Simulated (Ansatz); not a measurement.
CH7ClOSi2, SMILES CO[SiH2][SiH2]Cl, a single point in a Gaussian basis

Computed with the Python package of Ansatz (0.2.0).

`energy_ch7closi2.py`:
```python
# -*- coding: utf-8 -*-
"""Single point of CH7ClOSi2."""

import ansatz as az
import numpy as np

mol = (
    az.Crystal.molecule()
    .atom("C", [0.7703, 2.1157, 0.5285])
    .atom("O", [-0.1318, 1.1332, 0.0912])
    .atom("Si", [0.2693, -0.5076, 0.2645])
    .atom("Si", [-1.2726, -1.8343, -0.7378])
    .atom("Cl", [-1.3081, -1.5617, -2.789])
    .atom("H", [0.9605, 2.0183, 1.6411])
    .atom("H", [0.4084, 3.0725, 0.3506])
    .atom("H", [1.7354, 2.0304, 0.0319])
    .atom("H", [1.6066, -0.7142, -0.3093])
    .atom("H", [0.3663, -0.8133, 1.7035])
    .atom("H", [-2.6381, -1.5937, -0.2941])
    .atom("H", [-0.9482, -3.2904, -0.5419])
)

setup = (
    mol.calculation()
    .basis(gaussian="6-31G")
    .functional("hf")
    .forces()
)
outcome = setup.run()
r = outcome.report

print("reference energy %16.6f eV" % r["reference_energy_ev"])
print("total energy     %16.6f eV" % r["free_energy_ev"])
print("occupied (up, down):", r["n_occupied"], " virtual:", r["n_virtual"], " frozen:", r["n_frozen"])

field = r["mean_field"]
print("<S^2> =", round(abs(field["state"]["spin_squared"]), 4), " relativity:", field["relativity"])
print("passes:", field["passes"])
if "symmetry" in field:
    print("occupied orbitals by irrep:", field["symmetry"]["occupied"])

symbols = [site.symbol for site in mol.cartesian_sites]
print("forces (eV/A)")
for symbol, f in zip(symbols, r["forces_ev_ang"]):
    print(f"  {symbol:2s} {f[0]:9.4f} {f[1]:9.4f} {f[2]:9.4f}")

charges = r["charge_distribution"]
print("dipole moment", round(4.803205 * float(np.linalg.norm(charges["dipole_moment_e_ang"])), 3), "D")
print("Mulliken:", [(s, round(q, 3)) for s, q in zip(symbols, charges["mulliken_charges_e"])])
```

Output of `python energy_ch7closi2.py`:
```text
reference energy    -31402.011403 eV
total energy        -31402.011403 eV
occupied (up, down): [33, 33]  virtual: [38, 38]  frozen: 0
<S^2> = 0.0  relativity: none
passes: {'evaluations': 10, 'products': 17}
occupied orbitals by irrep: [{'A': 33}, {'A': 33}]
forces (eV/A)
  C     1.6685   -0.6328    2.0215
  O    -0.4242   -0.0227   -0.2772
  Si    0.5931    0.1698    0.4017
  Si   -0.4823   -1.3878    1.3823
  Cl    0.0584    0.3669   -2.4101
  H    -0.2581    0.1423   -1.3496
  H    -0.9172    1.3791   -0.3840
  H    -0.1106   -0.1061   -0.0171
  H     0.4099   -0.1512   -0.2422
  H    -0.0563   -0.1855    0.4134
  H    -0.4995    0.1062    0.3424
  H     0.0183    0.3220    0.1191
dipole moment 4.053 D
Mulliken: [('C', -0.087), ('O', -0.92), ('Si', 1.037), ('Si', 0.637), ('Cl', -0.412), ('H', 0.131), ('H', 0.185), ('H', 0.144), ('H', -0.202), ('H', -0.209), ('H', -0.144), ('H', -0.158)]
```

Notes:
- These settings explore the input space; basis and method may be short of convergence.
- The geometry is a force-field or estimated start, not a minimum of this method, and the basis set is short of its limit.
- Wall time of the script: 2.4 s on 1 thread of Arm Neoverse V1, with other jobs on the host, peak memory 0.21 GiB.

(A comment or docstring line of the script was reworded after the run, the code is as it ran; lines on the test bed's own set-up are left out of the output.)
